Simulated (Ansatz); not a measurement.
# B₂H₄F₂: vertical ionisation energy

Aim: the vertical ionisation energy of B₂H₄F₂, as cation minus neutral at the neutral's geometry, on several levels, and how well −ε(HOMO) stands in for it.

The runs use Ansatz 0.2.0, Gaussian basis; unrestricted cation, the program's frozen cores in correlated methods.

Plan: UKS PBE-D4/def2-TZVPP; UKS r2SCAN-D4/def2-TZVPP; UKS PBE0-D4/def2-TZVPP; UKS B3LYP-D4/def2-TZVPP; UKS wB97X-V/def2-TZVPP; UKS wB97M-V/def2-TZVPP; UKS B2PLYP/def2-TZVPP; UHF-CCSD(T)/def2-TZVPP; UHF-MP2/def2-QZVPP; extrapolation to the limit; then −ε(HOMO) from the neutral's earlier runs with LDA (SPW92), PBE-D4, revPBE-D4, BLYP-D4, r2SCAN-D4, B97M-V, PBE0-D4, B3LYP-D4, r2SCANh-D4, r2SCAN0-D4, HSE06-D4, BHLYP-D4, CAM-B3LYP-D4, LC-ωPBE, ωB97X-V, ωB97M-V.

**1. Structure used throughout**

All runs share one geometry, relaxed beforehand with PBE0-D4 in a triple-zeta def2 set.

SMILES `[BH2-]1[F+][BH2-][F+]1`, 8 atoms, charge 0, spin multiplicity 1.

Atoms are counted from 1 here; the program's logs count them from 0.

Bond lengths: B1–F2 1.538 Å, B1–F4 1.538 Å, B1–H5 1.190 Å, B1–H6 1.190 Å, F2–B3 1.538 Å, B3–F4 1.538 Å, B3–H7 1.190 Å, B3–H8 1.190 Å. Angles: F2–B1–F4 88.1°, F2–B1–H5 110.0°, F2–B1–H6 110.0°, F4–B1–H5 110.0°, F4–B1–H6 110.0°, H5–B1–H6 123.1°, B1–F2–B3 91.9°, F2–B3–F4 88.1°, F2–B3–H7 110.0°, F2–B3–H8 110.0°, F4–B3–H7 110.0°, F4–B3–H8 110.0°, H7–B3–H8 123.1°, B1–F4–B3 91.9°.

**2. Cation, UKS PBE-D4/def2-TZVPP**

in.yaml

```yaml
crystal:
  periodic: [false, false, false]
  atoms:
    - {symbol: B, position_ang: [-0.487991, 0.947259, -0.293838]}
    - {symbol: F, position_ang: [0.637273, 0.536019, 0.670614]}
    - {symbol: B, position_ang: [0.488040, -0.947230, 0.293853]}
    - {symbol: F, position_ang: [-0.636813, -0.535919, -0.671088]}
    - {symbol: H, position_ang: [-0.035961, 1.557316, -1.210261]}
    - {symbol: H, position_ang: [-1.440156, 1.308423, 0.322021]}
    - {symbol: H, position_ang: [1.440207, -1.309063, -0.321607]}
    - {symbol: H, position_ang: [0.035411, -1.556794, 1.210316]}
basis:
  gaussian: {orbitals: def2-TZVPP}
total_charge: 1
magnetization: {spin_polarized: true, initial_magnetization: 1}
hamiltonian: {xc: pbe, dispersion: d4}
```

The runs that follow: Cation, UKS r2SCAN-D4/def2-TZVPP; Cation, UKS PBE0-D4/def2-TZVPP; Cation, UKS B3LYP-D4/def2-TZVPP; Cation, UKS wB97X-V/def2-TZVPP; Cation, UKS wB97M-V/def2-TZVPP; Cation, UKS B2PLYP (frozen core)/def2-TZVPP; Cation, UHF-CCSD(T)/def2-TZVPP; Cation, UHF-MP2/def2-QZVPP.

**Question.** What will the summary of the whole plan be? Wanted: ionisation energy, CCSD(T)/def2-TZVPP; nearest functional by difference; nearest −ε(HOMO); −ε(HOMO) of PBE; T1 of the cation.

The runs gave:

| quantity | value |
| --- | --- |
| ionisation energy, CCSD(T)/def2-TZVPP | 12.31 eV |
| nearest functional by difference | ωB97X-V (-0.35 eV) |
| nearest −ε(HOMO) | LC-ωPBE (-0.30 eV) |
| −ε(HOMO) of PBE | 7.59 eV |
| T1 of the cation | 0.080 |

Energy differences with functionals land within 1.34 eV of the reference. −ε(HOMO) of PBE misses by 4.7 eV, since self-interaction lifts the level. Among orbital estimates LC-ωPBE comes nearest. The cation's T1 (from the report) is 0.080, above the customary mark of 0.045 for open shells, so the coupled-cluster value is less safe.
